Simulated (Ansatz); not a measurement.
# RbTi (CsCl type): how the settings move a single-point run

Aim: see which settings change the result for RbTi (CsCl type), by how much, and at what cost.

Program: Ansatz 0.2.0. Level of theory: reference: DFT, PBEsol, PAW with Ansatz's default frozen-core files, scalar-relativistic. These are calculated values, not measurements.

## 1. The structure to begin with

The structure is cubic, space group Pm-3m (No. 221). Conventional cell: a = 3.952 Å, b = 3.952 Å, c = 3.952 Å, α = 90.00°, β = 90.00°, γ = 90.00°. Rb (site symmetry m-3m) is surrounded by 8 Ti at 3.42 Å. Ti (site symmetry m-3m) has 8 Rb at 3.42 Å as nearest neighbours.

Coordinates:

```
CELL_PARAMETERS angstrom
3.95223 0.00000 0.00000
0.00000 3.95223 0.00000
0.00000 0.00000 3.95223
ATOMIC_POSITIONS crystal
Rb 0.00000 0.00000 0.00000
Ti 0.50000 0.50000 0.50000
```

## 2. Baseline

Input file input.yaml:

```yaml
crystal:
  lattice:
    - [3.952231692, 0.0, 0.0]
    - [0.0, 3.952231692, 0.0]
    - [0.0, 0.0, 3.952231692]
  atoms:
    - { symbol: Rb, position: [0.0, 0.0, 0.0] }
    - { symbol: Ti, position: [0.5, 0.5, 0.5] }
kpoints:
  mp_grid: { grid: [10, 10, 10] }
scf:
  occupations: { method: fermi_dirac, width: 0.03 }
hamiltonian:
  xc: pbesol
  pseudopotentials: { kind: paw }
output:
  forces: true
  stress: true
  eigenvalues: true
  efg: { contact_densities: true }
```

Command:

```console
> ansatz run input.yaml --threads 1 --pin off --max-ram 2048MiB --backend cpu --events-out ev --progress --plain --runs-dir out
```

## 3. Variant: occupations.method tetrahedron, width left out

input.yaml, as its differences from that of step 2:

```diff
@@ -11,3 +11,3 @@
 scf:
-  occupations: { method: fermi_dirac, width: 0.03 }
+  occupations: { method: tetrahedron }
 hamiltonian:
@@ -20 +20,5 @@
   efg: { contact_densities: true }
+  write_density: true
+  write_potential: true
+  elf: true
+  volumetric_format: npy
```

What does the calculation give? Wanted: for each run, ending; energy change; pressure; gap; force.

**Answer**, as computed:

```
                                              run     ending        energy change  pressure (GPa)  gap (eV)  force (eV/Å)  cycles   time
                                        reference  converged                    0             0.7      0.00          0.00       7  9.6 s
1: occupations.method tetrahedron, width left out  converged  +1.0 meV/atom (σ→0)             0.8      0.00          0.00       7   11 s
```

Times don't compare one to one where runs were asked for different outputs or read a saved state (see the inputs); cycles may leave out searches for a lower state.

Residual by cycle in the longest SCF loop of each run; runs are numbered as in the table. The quantity is the density residual dr2, in eV.

```
cycle  reference    run 1
    1     0.0967   0.0985
    2     0.0242   0.0116
    3     4.6e-4  0.00162
    4     5.6e-5   1.0e-4
    5     2.5e-6   3.5e-5
    6     1.1e-7   6.2e-7
    7     1.2e-8   1.9e-8
```

Changing the smearing moves the energy by +1.0 meV/atom (σ→0 values).
